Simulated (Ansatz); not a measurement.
**C₂H₈BNSi: basis-set convergence**

The task here is to estimate one member of a computed series from the others.

Computed with Ansatz 0.2.0, Gaussian basis. Level: one geometry, several basis sets.

Levels to be run: PBE0-D4/def2-SVP; ωB97M-V/def2-SVP; PBE0-D4/def2-QZVPP; ωB97M-V/def2-QZVPP; CCSD(T)/cc-pV(D+d)Z; CCSD(T)/cc-pV(T+d)Z; MP2/cc-pV(Q+d)Z; the functionals' def2-TZVPP values are taken from earlier runs.

## The relaxed structure

An earlier PBE0-D4 in a triple-zeta def2 set relaxation fixed the geometry.

SMILES `BN([SiH3])C=C`, 13 atoms, charge 0, spin multiplicity 1.

Atoms are counted from 1 here; the program's logs count them from 0.

Bond lengths: B1–N2 1.408 Å, B1–H6 1.197 Å, B1–H7 1.194 Å, N2–Si3 1.765 Å, N2–C4 1.404 Å, Si3–H8 1.485 Å, Si3–H9 1.478 Å, Si3–H10 1.485 Å, C4–C5 1.329 Å, C4–H11 1.086 Å, C5–H12 1.084 Å, C5–H13 1.081 Å. Angles: N2–B1–H6 118.8°, N2–B1–H7 119.4°, H6–B1–H7 121.8°, B1–N2–Si3 121.0°, B1–N2–C4 120.1°, Si3–N2–C4 118.9°, N2–Si3–H8 109.8°, N2–Si3–H9 107.3°, N2–Si3–H10 109.8°, H8–Si3–H9 110.7°, H8–Si3–H10 108.6°, H9–Si3–H10 110.7°, N2–C4–C5 126.1°, N2–C4–H11 113.4°, C5–C4–H11 120.5°, C4–C5–H12 123.2°, C4–C5–H13 119.8°, H12–C5–H13 117.0°.

Geometry (Å):

```xyz
13
charge 0, multiplicity 1
B    -1.6764    0.8473    0.4856
N    -0.4554    0.2350    0.1455
Si    0.9237    0.2865    1.2463
C    -0.3192   -0.4293   -1.0836
C     0.7729   -1.0451   -1.5240
H    -2.5866    0.7886   -0.2903
H    -1.7784    1.4091    1.5347
H     1.3278   -1.0954    1.6098
H     0.5018    1.0390    2.4458
H     2.0705    0.9574    0.5831
H    -1.2205   -0.4057   -1.6888
H     1.6959   -1.0957   -0.9572
H     0.7645   -1.5265   -2.4922
```

Set-up of the first run:

The input, in.yaml:

```yaml
crystal:
  periodic: [false, false, false]
  atoms:
    - {symbol: B, position_ang: [-1.676447, 0.847261, 0.485624]}
    - {symbol: N, position_ang: [-0.455431, 0.235020, 0.145483]}
    - {symbol: Si, position_ang: [0.923693, 0.286505, 1.246290]}
    - {symbol: C, position_ang: [-0.319210, -0.429258, -1.083581]}
    - {symbol: C, position_ang: [0.772919, -1.045068, -1.524005]}
    - {symbol: H, position_ang: [-2.586572, 0.788571, -0.290273]}
    - {symbol: H, position_ang: [-1.778394, 1.409052, 1.534721]}
    - {symbol: H, position_ang: [1.327780, -1.095369, 1.609783]}
    - {symbol: H, position_ang: [0.501810, 1.039019, 2.445787]}
    - {symbol: H, position_ang: [2.070456, 0.957421, 0.583133]}
    - {symbol: H, position_ang: [-1.220472, -0.405734, -1.688797]}
    - {symbol: H, position_ang: [1.695905, -1.095747, -0.957195]}
    - {symbol: H, position_ang: [0.764462, -1.526472, -2.492171]}
basis:
  gaussian: {orbitals: def2-SVP}
hamiltonian: {xc: pbe0, dispersion: d4}
output: {orbitals: {seedname: orbitals}}
```

Command:

```console
$ ansatz run in.yaml --threads 2 --pin off --events-out ev --progress --plain --max-ram 22528MiB --backend cpu
```

Steps of the session up to this table: PBE0-D4 in def2-SVP; ωB97M-V in def2-SVP; PBE0-D4 in def2-QZVPP; ωB97M-V in def2-QZVPP.

One table of the session follows, with a row left open; its other results are not shown here.

| functional | basis | HOMO (eV) |
| --- | --- | --- |
| PBE0-D4 | def2-SVP | -7.04 |
| PBE0-D4 | def2-TZVPP | -7.08 |
| PBE0-D4 | def2-QZVPP | ? |
| ωB97M-V | def2-SVP | -9.21 |
| ωB97M-V | def2-TZVPP | -9.27 |
| ωB97M-V | def2-QZVPP | -9.27 |

Estimate the missing values for PBE0-D4, def2-QZVPP.

The run gave: HOMO (eV): -7.09. In the column «HOMO (eV)» it lies between ωB97M-V, def2-SVP (-9.21) and PBE0-D4, def2-TZVPP (-7.08).
